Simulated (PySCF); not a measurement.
Write a Python script for PySCF 2.14.0 that does the following.

| Item | Value |
| --- | --- |
| Task | density of states |
| Functional | PBEsol |
| Potentials or basis | DZVP-MOLOPT-SR/GTH-PBE (potentials made for PBE) |
| k mesh | 13 × 13 × 13 |
| Occupations | fermi-dirac, width 0.05 eV |
| Spin | no spin polarisation |
| Symmetry | yes |
| Density cutoff | 168 Ha |
| Exponents discarded below (exp_to_discard) | 0.02 1/bohr^2 |
| Potentials | C GTH-PBE-q4 |
| Gaussian width of the DOS | 0.15 eV |
| conv_tol | 1e-07 Ha |
| max_cycle | 60 |
| Coulomb method | multigrid |

The structure of C lies in C.xyz:

```xyz
2
Lattice="0.0000000000 1.7833700000 1.7833700000 1.7833700000 0.0000000000 1.7833700000 1.7833700000 1.7833700000 0.0000000000" Properties=species:S:1:pos:R:3 pbc="T T T"
C      2.6750550000      2.6750550000      2.6750550000
C      1.7833700000      1.7833700000      1.7833700000
```

This isn't the form of C at room conditions, which is graphite.

These files were run (other wordings do the same):

run.py

```python
import json
import numpy as np
from pyscf.pbc import gto, scf, dft, df

cell = gto.Cell()
cell.basis = 'DZVP-MOLOPT-SR-GTH-q4'
cell.pseudo = 'GTH-PBE-q4'
cell.fromfile('C.xyz')
cell.ke_cutoff = 168  # hartree
cell.exp_to_discard = 0.02
cell.precision = 1e-08
cell.space_group_symmetry = True
cell.symmorphic = False
cell.max_memory = 5880  # MB
cell.verbose = 4
cell.build()

res = {}
kpts = cell.make_kpts([13, 13, 13], space_group_symmetry=True, time_reversal_symmetry=True)
cell.space_group_symmetry = False  # the mesh holds the operations; no search on the supercells of the integral code
mf = dft.KRKS(cell, kpts, xc='pbesol')
mf = mf.multigrid_numint()
mf = mf.smearing(sigma=0.00183747, method='fermi')  # hartree
mf.conv_tol = 1e-07
mf.max_cycle = 60

mf.kernel()
res.update(converged=bool(mf.converged), e_tot=mf.e_tot, nelec=cell.nelectron, nao=cell.nao, mesh=list(map(int, cell.mesh)), a=cell.lattice_vectors().tolist(), coords=cell.atom_coords().tolist(),
           mo_energy=[np.real(x).tolist() for x in mf.mo_energy], mo_occ=[np.real(x).tolist() for x in mf.mo_occ])
res.update(e_free=mf.e_free, e_zero=mf.e_zero)
res.update(kpts=kpts.kpts_scaled_ibz.tolist(), weights=kpts.weights_ibz.tolist())
res['parts'] = {k: float(np.real(v)) for k, v in mf.scf_summary.items() if np.isscalar(v)}
json.dump(res, open('results.json', 'w'))
if not mf.converged:
    raise SystemExit('SCF not converged')

print('levels (eV)')
for i, kp in enumerate(res['kpts'][:40]):
    print('k %7.4f %7.4f %7.4f  ' % tuple(kp), ' '.join('%.3f' % (x * 27.211386) for x in res['mo_energy'][i][:9]))

mf = mf.to_khf()  # unfold to the whole mesh
kpts = mf.kpts
# Mulliken populations
dm, s = np.asarray(mf.make_rdm1()), np.asarray(mf.get_ovlp())
sites = cell.aoslice_by_atom()[:, 2:]
tot = np.einsum('kij,kji->i', dm, s).real / len(kpts)
res['mulliken'] = [cell.atom_charge(i) - tot[a0:a1].sum() for i, (a0, a1) in enumerate(sites)]
print('Mulliken charges', np.round(res['mulliken'], 5))

# density of states, Gaussians of 0.15 eV
e = np.asarray(mf.mo_energy).real.reshape(1, -1) * 27.211386
ef = mf.get_fermi()
ef = np.max(ef) * 27.211386
x = np.arange(-15, 10.01, 0.1) + round(ef, 1)
dos = np.exp(-((x[:, None, None] - e) / 0.15) ** 2 / 2).sum(-1).T / (0.15 * np.sqrt(2 * np.pi) * len(kpts)) * 2
res.update(dos_e=x.tolist(), dos=dos.tolist())
for a, b in zip(x[::5], dos.T[::5]):
    print('%8.2f' % a, ' '.join('%9.4f' % y for y in b))

# density on a uniform mesh
grids = dft.gen_grid.UniformGrids(cell)
grids.mesh = [15, 15, 15]
grids.build()
ni = dft.numint.KNumInt()
rho = [ni.get_rho(cell, x, grids, kpts) for x in [dm]]
np.save('rho.npy', np.reshape(rho, (-1, *grids.mesh)))
res['done'] = True
json.dump(res, open('results.json', 'w'))
```

Potentials or basis: DZVP-MOLOPT-SR/GTH-PBE (potentials made for PBE).

The run is started by

```sh
$ OMP_NUM_THREADS=4 python -u run.py > log
```

It gave:

```yaml
Band_gap_on_the_k_mesh: 4.12 eV, indirect (least direct gap 5.54 eV)
```

Caveat: an odd mesh through Γ misses points on the zone boundary, where band edges often lie; the basis of atomic orbitals isn't converged, which shifts pressures, moduli and gaps.

Wall time 4.1 min on 4 threads of AMD EPYC 9R45 96-Core Processor (Zen 5) (shared host), peak memory 5.5 GiB.
